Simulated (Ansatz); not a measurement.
Crystal: CoSi.

```
Co Si
1.0
     4.43800    0.00000    0.00000
     0.00000    4.43800    0.00000
     0.00000    0.00000    4.43800
Co Si
4 4
Cartesian
  3.8167 2.8403 1.5977
  2.8403 1.5977 3.8167
  1.5977 3.8167 2.8403
  0.6213 0.6213 0.6213
  0.6968 1.5222 2.9158
  1.5222 2.9158 0.6968
  2.9158 0.6968 1.5222
  3.7412 3.7412 3.7412
```

Alike in all runs: program Ansatz 0.2.0; functional PBEsol; potentials or basis Ansatz PAW; cutoff 420 eV (not typed: the program's choice for these potentials); k mesh 5 × 5 × 5; occupations fermi-dirac, width 0.05 eV.

Starts and where they ended:

```tsv
start	free energy over the lowest (meV/atom)	net moment (μB)	site or absolute moments (μB)	gap
collinear spin, ferromagnetic start of up to 1.5 μB; fixed moment 6	402.6	6.00	Co +1.35; Si +0.07	-
collinear spin, ferromagnetic start of up to 4 μB; fixed moment 16	2867.1	16.00	Co +2.72; Si +0.50	-
collinear spin, program default start; fixed moment 0	0.0	0.00	-	-
collinear spin, ferromagnetic start of up to 1 μB; fixed moment 4	172.0	4.00	Co +0.95; Si +0.02	-
collinear spin, ferromagnetic start of up to 0.5 μB; fixed moment 2	55.2	2.00	Co +0.50; Si +0.00	-
collinear spin, ferromagnetic start of up to 2 μB; fixed moment 8	708.7	8.00	Co +1.69; Si +0.14	-
collinear spin, ferromagnetic start of up to 3 μB; fixed moment 12	1595.1	12.00	Co +2.27; Si +0.30	-
collinear spin, ferromagnetic start of up to 2.5 μB; fixed moment 10	1103.5	10.00	Co +2.00; Si +0.21	-
```

All polarised runs hold their moment fixed, so the table maps the energy against it. A still lower state may exist.

Caveats: the total moment is fixed, so each spin has its own Fermi level; forces of over 1 eV/Å show positions far from the minimum, so gaps and moduli don't describe the material at rest (some runs).
